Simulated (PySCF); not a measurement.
# A diatomic session: KPb

An exercise on one series of results from a longer session: the logs are not shown, and one member is left open.

The runs use PySCF 2.14.0; K def2-SVP, Pb def2-SVP with ECP60, scalar-relativistic core potentials.

Set-up of the first run:

A driver script around PySCF takes these settings:

```
atoms                         : K, Pb
charge                        : 0
basis                         : K def2-SVP, Pb def2-SVP with ECP60
Hamiltonian                   : scalar-relativistic core potentials
basis functions               : 50
electrons treated             : 41
masses in u                   : 38.9637, 207.9766
levels                        : PBE0, PBE, r²SCAN, r²SCAN0, TPSS, BP86, CAM-B3LYP, HF, MP2, SCS-MP2, CCSD, CCSD(T)
grid                          : 80 radial by 434 angular points
occupations                   : held fixed by the projection of orbital angular momentum
dissociation limit            : K + Pb, each in its ground configuration
starting distance in angstrom : 3.340
values of 2S to try           : 1, 3
```

The run is started by

```
> OMP_NUM_THREADS=1 python dia.py task.json out
```

Among the steps run: Set-up; PBE0 along the bond; Excited determinants; PBE; r²SCAN; r²SCAN0; TPSS (meta-GGA); BP86 (GGA); CAM-B3LYP (range-separated hybrid); UHF (mean field); MP2 and coupled cluster.

One table of the session follows, with a row left open; its other results are not shown here.

It belongs to the step «Constants by level of theory». 

```
      level  Re (Å)  ωe (cm⁻¹)  De (eV)
        UHF   3.419      119.6     0.86
    UHF-MP2   3.373      123.3     1.17
UHF-SCS-MP2   3.381      122.8     1.05
   UHF-CCSD   3.384      122.1     1.12
UHF-CCSD(T)   3.383      122.0     1.13
        PBE   3.348      116.2     1.18
       BP86   3.352      116.1     1.18
       TPSS       ?          ?        ?
     r²SCAN   3.330      123.6     1.36
       PBE0   3.326      121.8     1.19
    r²SCAN0   3.315      126.5     1.34
  CAM-B3LYP   3.308      124.7     1.03
```

**Question.** Estimate the row for TPSS.

As computed: Re (Å): 3.352; ωe (cm⁻¹): 117.8; De (eV): 1.25.
